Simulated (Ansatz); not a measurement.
# MgO: the cost of one run

Method: DFT PBEsol, frozen-core PAW, scalar-relativistic unless said, in Ansatz 0.2.0.

The COD entry's cell or inner coordinates are ideal or old and differ from later refinements, so a difference from it is no clean test against experiment.

**1. The system as given**

The structure is cubic, space group Fm-3m (No. 225). The conventional cell has a = 4.217 Å, b = 4.217 Å, c = 4.217 Å, α = 90.00°, β = 90.00°, γ = 90.00°. Around Mg (site symmetry m-3m) lie 6 O at 2.11 Å. O (site symmetry m-3m) is surrounded by 6 Mg at 2.11 Å.

As a file:

```xyz
2
Lattice="0.0000 2.1085 2.1085 2.1085 0.0000 2.1085 2.1085 2.1085 0.0000" Properties=species:S:1:pos:R:3 pbc="T T T"
Mg    0.0000    0.0000    0.0000
O     2.1085    2.1085    2.1085
```

Cartesian axes are those of the input's lattice vectors. The structure goes back to a database entry.

**2. Cell and atoms relaxed, PAW**

input.yaml reads:

```yaml
crystal:
  lattice:
    - [0.0, 2.1085, 2.1085]
    - [2.1085, 0.0, 2.1085]
    - [2.1085, 2.1085, 0.0]
  atoms:
    - { symbol: Mg, position: [0.0, 0.0, 0.0] }
    - { symbol: O, position: [0.5, 0.5, 0.5] }
kpoints:
  mp_grid: { grid: [12, 12, 12] }
scf:
  occupations: { method: fermi_dirac, width: 0.05 }
hamiltonian:
  xc: pbesol
  pseudopotentials: { kind: paw }
relax:
  f_tol: 0.002
  max_steps: 80
  cell: {}
output:
  forces: true
  stress: true
```

The run is started by

```bash
> ansatz run input.yaml --threads 2 --pin off --max-ram 5120MiB --backend cpu --events-out ev --progress --plain --runs-dir out
```

What time and memory should one allow on 2 threads of Intel Xeon Platinum 8488C (Sapphire Rapids), shared host?

About 3 s, with a peak of 0.33 GiB.
